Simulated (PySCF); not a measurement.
**GeF2 (SMILES [F][Ge][F]) at CCSDT/STO-6G**

Aim: the vertical ionisation energy of GeF2 at CCSDT/STO-6G, from 2 runs. 

Program for the calculation: PySCF 2.14.0.

6 further runs of the same task are left out: 6 set aside as unsound or not needed.

## 1. The structure to begin with

GeF2 has 3 atoms, charge 0, and is taken as a singlet. As SMILES, `[F][Ge][F]`. Geometry: relaxed at PBE0-D4/def2-TZVP.

Bond lengths: F1–Ge2 1.745 Å, Ge2–F3 1.745 Å. Angles: F1–Ge2–F3 97.2°.

## 2. A single-point energy at CCSDT/STO-6G

The input, calc.py:

```python
from pyscf import gto, cc

molecule = gto.M(
    atom='''
F       -0.675900      -1.101800      -0.497500
Ge       0.637500      -0.295200       0.320200
F        0.027600       1.332100       0.164100
''',
    basis='sto-6g',
    max_memory=1860,
    verbose=3,
)

myscf = molecule.RHF()
myscf.conv_tol = 1e-10
myscf.kernel()
if not myscf.converged:
    myscf = myscf.newton().run(myscf.mo_coeff, myscf.mo_occ)

mycc = cc.CCSDT(myscf, frozen=11)
mycc.kernel()
e_final = mycc.e_tot
print(f'total energy: {e_final:.8f} hartree')
```

Launch:

```bash
$ OMP_NUM_THREADS=1 python calc.py
```

The log of the run:

```text
converged SCF energy = -2262.18764308016
_make_eris_incore_RCCSDT

WARN: A large `blksize` is being used, which may cause large memory consumption
      for storing contraction intermediates. If memory is sufficient, consider using
      `pyscf.cc.rccsdt_highm.RCCSDT` instead.

RCCSDT converged
E(RCCSDT) = -2262.28604992232   E_corr = -0.09840684215664308
E_corr(same-spin) = -0.0208337136565533
E_corr(oppo-spin) = -0.0775731285000898
total energy: -2262.28604992 hartree
```

It took 3.6 s on 1 thread of Arm Neoverse V1, shared host; peak memory 0.12 GiB.

## 3. The doublet cation at the same level

The input, job.py:

```python
from pyscf import gto, cc

mol = gto.M(
    atom=[
    ('F', (-0.675900, -1.101800, -0.497500)),
    ('Ge', (0.637500, -0.295200, 0.320200)),
    ('F', (0.027600, 1.332100, 0.164100)),
],
    verbose=3,
    max_memory=1860,
    charge=1,
    spin=1,
    basis='sto-6g',
)

mf = mol.UHF()
mf.conv_tol = 1e-10
mf.kernel()
if not mf.converged:
    mf = mf.newton().run(mf.mo_coeff, mf.mo_occ)

mycc = cc.CCSDT(mf, frozen=11)
mycc.kernel()
e_final = mycc.e_tot
print('Final energy', e_final)
```

Launch:

```bash
$ OMP_NUM_THREADS=1 python job.py
```

The log of the run:

```text
converged SCF energy = -2261.93882599189  <S^2> = 0.8129797  2S+1 = 2.0620181
_make_eris_incore_UCCSDT

WARN: A large `blksize_v_aaa` is being used, which may cause large memory consumption
      for storing contraction intermediates. If memory is sufficient, consider using
      `pyscf.cc.uccsdt_highm.UCCSDT` instead.

WARN: A large `blksize_v_aab` is being used, which may cause large memory consumption
      for storing contraction intermediates. If memory is sufficient, consider using
      `pyscf.cc.uccsdt_highm.UCCSDT` instead.

UCCSDT converged
E(UCCSDT) = -2262.059564754508   E_corr = -0.1207387626214535
E_corr(same-spin) = -0.0290776143421849
E_corr(oppo-spin) = -0.0916611482792686
Final energy -2262.0595647545083
```

Run time: 7.8 s. Hardware: 1 thread of Arm Neoverse V1, shared host; peak memory 0.13 GiB.

## 4. Outcome

Level: CCSDT/STO-6G, 11 core orbitals frozen.

```
                                                                  quantity           value
                                                singlet GeF2: total energy  -2262.28605 Eh
                        singlet GeF2: dipole moment (Hartree–Fock density)          1.00 D
                         singlet GeF2: HOMO energy (Hartree–Fock orbitals)        -7.13 eV
                         singlet GeF2: LUMO energy (Hartree–Fock orbitals)         4.98 eV
                       singlet GeF2: HOMO–LUMO gap (Hartree–Fock orbitals)        12.11 eV
                singlet GeF2: correlation energy (11 core orbitals frozen)       -98.4 mEh
                                               singlet GeF2: T1 diagnostic           0.022
                                              doublet cation: total energy  -2262.05956 Eh
doublet cation: HOMO energy (Hartree–Fock orbitals) (highest over α and β)       -18.02 eV
 doublet cation: LUMO energy (Hartree–Fock orbitals) (lowest over α and β)        -6.32 eV
              doublet cation: correlation energy (11 core orbitals frozen)      -120.7 mEh
                         doublet cation: ⟨S²⟩ of the reference determinant           0.813
                                             doublet cation: T1 diagnostic           0.033
                        vertical ionisation energy (to the doublet cation)        6.163 eV
```

What this shows: Removing an electron at fixed nuclei costs 6.16 eV (595 kJ/mol). In a minimal basis such a difference can be off by several eV, whatever the method. The T1 diagnostic (singlet GeF2) of 0.022 is above the customary mark for such species, so a single reference may not serve. Mulliken charges (singlet GeF2) of the mean-field density run from -0.34 on F1 to +0.69 on Ge2. Mulliken charges (doublet cation) of the mean-field density run from -0.14 on F1 to +1.28 on Ge2; they depend strongly on the basis.
